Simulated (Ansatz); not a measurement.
What does this script print? It uses Ansatz's Python interface.

Contents of `h6n3nbo.xyz`:
```text
11

N    -1.51610    1.02080    0.10230
Nb    0.39380    0.35990    0.45480
N     0.27340   -1.59740    1.22950
N     1.56020    0.35340   -1.36230
O     1.22310    1.44830    1.62680
H    -1.63950    1.23760   -0.94080
H    -2.18500    0.28190    0.32650
H     0.15490   -2.21860    0.43090
H    -0.53260   -1.61800    1.90120
H     1.17260   -0.49980   -1.86350
H     1.16050    1.17480   -1.88480
```

`energy.py`
```python
"""Single point of H6N3NbO in a Gaussian basis."""

import logging
import sys

import ansatz as az
import numpy as np

logging.basicConfig(stream=sys.stdout, format="%(levelname)s %(message)s")
log = logging.getLogger("run")
log.setLevel(logging.INFO)

molecule = az.Crystal.molecule_from_extxyz("h6n3nbo.xyz")

setup = (
    molecule.calculation()
    .basis(gaussian="def2-SVP")
    .functional(az.LibraryFunctional("wB97X-V"))
    .scf(lower_state_search="off")
    .forces()  # eV per angstrom
)
done = setup.run()
report = done.report

log.info("reference energy %16.6f eV" % report["reference_energy_ev"])
log.info("total energy     %16.6f eV" % report["free_energy_ev"])
print("occupied (up, down):", report["n_occupied"], " virtual:", report["n_virtual"], " frozen:", report["n_frozen"])

symbols = [site.symbol for site in molecule.cartesian_sites]
log.info("forces (eV/A)")
for symbol, f in zip(symbols, report["forces_ev_ang"]):
    log.info(f"  {symbol:2s} {f[0]:9.4f} {f[1]:9.4f} {f[2]:9.4f}")

charges = report["charge_distribution"]
print("dipole moment", round(4.803205 * float(np.linalg.norm(charges["dipole_moment_e_ang"])), 3), "D")
print("Mulliken:", [(s, round(q, 3)) for s, q in zip(symbols, charges["mulliken_charges_e"])])
```

```console
$ python energy.py
INFO reference energy     -8159.053361 eV
INFO total energy         -8159.053361 eV
occupied (up, down): [24, 24]  virtual: [93, 93]  frozen: 0
INFO forces (eV/A)
INFO   N     1.1766   -0.3279   -1.8025
INFO   Nb    3.4658    1.4202    2.2084
INFO   N    -0.6576    2.9641   -0.3027
INFO   N    -2.8817   -0.3777    1.2468
INFO   O    -2.6461   -2.9168   -3.1973
INFO   H    -0.0398   -0.1735    1.7966
INFO   H    -0.3451    0.1191    0.0132
INFO   H    -0.3858   -0.5215    0.1550
INFO   H     0.9385   -0.5863   -0.5917
INFO   H     0.6041    1.0530    0.2921
INFO   H     0.7710   -0.6527    0.1821
dipole moment 6.569 D
Mulliken: [('N', -0.464), ('Nb', 0.857), ('N', -0.457), ('N', -0.445), ('O', -0.389), ('H', 0.16), ('H', 0.149), ('H', 0.145), ('H', 0.163), ('H', 0.135), ('H', 0.146)]
```

What to keep in mind:
- The settings weren't tested for convergence.
- The geometry is a force-field or estimated start, not a minimum of this method, and the basis set is short of its limit.
- def2 sets replace the cores of elements past krypton by effective core potentials.
- Finished in 18 s on 1 thread of Arm Neoverse V2, on a shared host, peak memory 0.33 GiB.

(Lines on the test bed's own set-up are left out of the output.)
